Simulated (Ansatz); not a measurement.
# C3H4ClF, SMILES C=C(Cl)CF: energies of removing a hydrogen

Computed with the Python package of Ansatz (0.2.0).

The script, `bde_c3h4clf.py`:
```python
"""X-H bond energies of C3H4ClF without relaxation."""

import ansatz as az


def single_point(molecule, charge=0, unpaired=0):
    calc = (
        molecule.calculation()
        .basis(gaussian="cc-pVDZ")
        .functional("cam_b3lyp")
    )
    if charge:
        calc = calc.charge(charge)
    if unpaired:
        calc = calc.spin("collinear", total=unpaired)
    return calc.run(threads=1).report["free_energy_ev"]

def without(molecule, index):
    rest = az.Crystal.molecule()
    for i, site in enumerate(molecule.cartesian_sites):
        if i != index:
            rest = rest.atom(site.symbol, site.position_ang)
    return rest

geometry_ang = [
    ("C", [0.5472, 0.8195, -0.9665]),
    ("C", [0.4901, -0.0982, -0.0454]),
    ("Cl", [1.9399, -0.8987, 0.3472]),
    ("C", [-0.6379, -0.5485, 0.7096]),
    ("F", [-1.8326, 0.1125, 0.3218]),
    ("H", [-0.4171, 1.3979, -1.2494]),
    ("H", [1.4346, 1.159, -1.4898]),
    ("H", [-0.8605, -1.605, 0.5253]),
    ("H", [-0.5753, -0.3848, 1.8301]),
]
molecule = az.Crystal.molecule()
for symbol, xyz in geometry_ang:
    molecule = molecule.atom(symbol, xyz)

whole = single_point(molecule, 0)
hydrogen = single_point(az.Crystal.molecule().atom("H", (0, 0, 0)), 0, 1)
print(f"E(molecule) = {whole:.5f} eV, E(H) = {hydrogen:.5f} eV")
for index in [6, 8]:
    radical = single_point(without(molecule, index), 0, 1)
    print(f"H{index}: homolysis {23.060548 * (radical + hydrogen - whole):.1f} kcal/mol")
```

Running `python bde_c3h4clf.py` prints:
```text
E(molecule) = -18412.74828 eV, E(H) = -13.54839 eV
H6: homolysis 121.5 kcal/mol
H8: homolysis 103.4 kcal/mol
```

Caveats:
- Total energies depend on the basis set; only differences at equal settings carry meaning.
- The geometry is a force-field or estimated start, not a minimum of this method, and the basis set is short of its limit. All parts are taken at fixed geometry, without zero-point energy.
- Run time: 16 s on 1 thread of Arm Neoverse V2, on a shared host, peak memory 0.32 GiB.
